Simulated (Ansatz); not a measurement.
Runs of Ansatz 0.2.0 on Ba2Tl5V3O12. It takes space group P-3m1 (No. 164, trigonal). Conventional cell: a = 8.154 Å, b = 8.154 Å, c = 6.921 Å, α = 90.00°, β = 90.00°, γ = 120.00°. Around Ba (site symmetry 3m) lie 6 O at 2.80 Å. V (site symmetry 2/m) is surrounded by 4 O at 1.82 Å. Around Tl (site symmetry 2/m) lie 4 O at 2.53 Å. Around Tl (site symmetry 3m) lie 6 O at 2.73 Å and 3 V at 2.82 Å and 3 Tl at 3.03 Å. Around O (site symmetry 1) lie 1 V at 1.82 Å. The cell was built by a generator and needn't be a form met in nature.

| potentials or basis | cutoff (eV) | gap on the mesh (eV) | pressure (GPa) | moment (μB) | largest force (eV/Å) |
| --- | --- | --- | --- | --- | --- |
| PseudoDojo standard (PBE files) | 1143 | none | -0.1 | 0.00 | (a) |
| SPMS NC | 1034 | none | 0.2 | 0.00 | 0.06 |
| Ansatz NC | 1240 | none | 0.2 | 0.00 | 0.05 |
| Ansatz PAW earlier set | 930 | none | 0.2 | 0.00 | 0.05 |

Alike in all rows: task single point; level PBE; spin collinear, ferromagnetic start; cell as given; k mesh 4 × 4 × 4; smearing fermi-dirac 0.05 eV.

**Question.** Estimate the missing entries.

**Answer.** (a) 0.09.

Caveats: semilocal functionals often make such compounds metallic where correlation or magnetic order opens a gap, which also shifts bond lengths.

A k mesh can miss the band edges, and the runs leave out spin-orbit coupling on Ba, Tl.

A gap of «none» marks a metal or a gap under the smearing width.

Not every run made on this cell is shown here.
